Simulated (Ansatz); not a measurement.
# CH4AlBrO: small, medium and large basis sets

An exercise on one series of results from a longer session: the logs are not shown, and one member is left open.

Method: one geometry, several basis sets; program: Ansatz 0.2.0, Gaussian basis.

The runs, in order: PBE0-D4/def2-SVP; ωB97M-V/def2-SVP; PBE0-D4/def2-QZVPP; ωB97M-V/def2-QZVPP; the functionals' def2-TZVPP values are taken from earlier runs.

### The geometry

An earlier PBE0-D4 in a triple-zeta def2 set relaxation fixed the geometry.

SMILES `C[O][AlH][Br]`, 8 atoms, charge 0, spin multiplicity 1.

Atoms are counted from 1 here; the program's logs count them from 0.

Bond lengths: C1–O2 1.400 Å, C1–H5 1.094 Å, C1–H6 1.094 Å, C1–H7 1.096 Å, O2–Al3 1.672 Å, Al3–Br4 2.257 Å, Al3–H8 1.564 Å. Angles: O2–C1–H5 109.8°, O2–C1–H6 109.8°, O2–C1–H7 112.3°, H5–C1–H6 108.1°, H5–C1–H7 108.4°, H6–C1–H7 108.4°, C1–O2–Al3 136.8°, O2–Al3–Br4 118.8°, O2–Al3–H8 119.7°, Br4–Al3–H8 121.6°.

The first run:

Contents of in.yaml:

```yaml
crystal:
  periodic: [false, false, false]
  atoms:
    - {symbol: C, position_ang: [-0.838008, 0.779690, 0.578975]}
    - {symbol: O, position_ang: [0.367951, 0.069363, 0.585206]}
    - {symbol: Al, position_ang: [1.198346, -0.931740, -0.465722]}
    - {symbol: Br, position_ang: [0.293607, -1.375805, -2.484654]}
    - {symbol: H, position_ang: [-1.478457, 0.431040, 1.394766]}
    - {symbol: H, position_ang: [-0.641560, 1.844974, 0.733040]}
    - {symbol: H, position_ang: [-1.384741, 0.662127, -0.363340]}
    - {symbol: H, position_ang: [2.574962, -1.536750, -0.033971]}
basis:
  gaussian: {orbitals: def2-SVP}
hamiltonian: {xc: pbe0, dispersion: d4}
output: {orbitals: {seedname: orbitals}}
```

Command:

```sh
$ ansatz run in.yaml --threads 4 --pin off --events-out ev --progress --plain --max-ram 10444MiB
```

Among the steps run: PBE0-D4 in def2-SVP; ωB97M-V in def2-SVP; PBE0-D4 in def2-QZVPP; ωB97M-V in def2-QZVPP.

One of the session's tables, all rows but one given; the rest of the session is left out.

It belongs to the step «Functionals by basis». 

| functional | basis | HOMO (eV) |
| --- | --- | --- |
| PBE0-D4 | def2-SVP | -8.31 |
| PBE0-D4 | def2-TZVPP | -8.42 |
| PBE0-D4 | def2-QZVPP | -8.44 |
| ωB97M-V | def2-SVP | -10.60 |
| ωB97M-V | def2-TZVPP | -10.76 |
| ωB97M-V | def2-QZVPP | ? |

**Question.** Estimate the row for ωB97M-V, def2-QZVPP.

The run gave: HOMO (eV): -10.78. In the column «HOMO (eV)» it is the lowest.
